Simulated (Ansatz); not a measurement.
# Ge2HO: the cost of one run

Method: the settings change from run to run; program: Ansatz 0.2.0, Gaussian basis.

18 further runs of the same task are left out: 4 that didn't finish, 14 set aside as unsound or not needed.

### 1 What is computed

The geometry is a PBE0/def2-TZVP stationary point (not a proven minimum) with its atoms shifted at random (size 0.040 Å). No spin-orbit coupling is included. The filled d shell of Ge may be among the frozen orbitals whatever the setting's name suggests; the logs give the count.

4 atoms, charge 0, spin multiplicity 2.

Atoms are counted from 1 here; the program's logs count them from 0.

Bond lengths: Ge1–O2 1.752 Å, O2–Ge3 1.839 Å, Ge3–H4 1.547 Å. Angles: Ge1–O2–Ge3 176.7°, O2–Ge3–H4 94.9°.

### 2 CCSD(T)/cc-pVDZ

Contents of in.yaml:

```yaml
crystal:
  periodic: [false, false, false]
  atoms:
    - {symbol: Ge, position_ang: [0.002301, -0.388354, 2.276597]}
    - {symbol: O, position_ang: [0.001656, -0.347692, 0.525023]}
    - {symbol: Ge, position_ang: [0.049435, -0.398687, -1.312486]}
    - {symbol: H, position_ang: [-0.053393, 1.134733, -1.489133]}
basis:
  gaussian: {orbitals: cc-pVDZ, fitting: {mean_field: def2-universal-jkfit}}
magnetization: {spin_polarized: true, initial_magnetization: 1}
hamiltonian: {xc: {name: B3LYP}}
correlation: {method: ccsd_t, electrons: outside_noble_gas}
```

Started as:

```sh
$ ansatz run in.yaml --threads 1 --pin off --events-out ev --progress --plain --max-ram 2393MiB
```

**Question.** How long does this run take on 1 thread of Arm Neoverse V2, shared host, and how much memory does it need?

About 11 s, with a peak of 0.25 GiB.
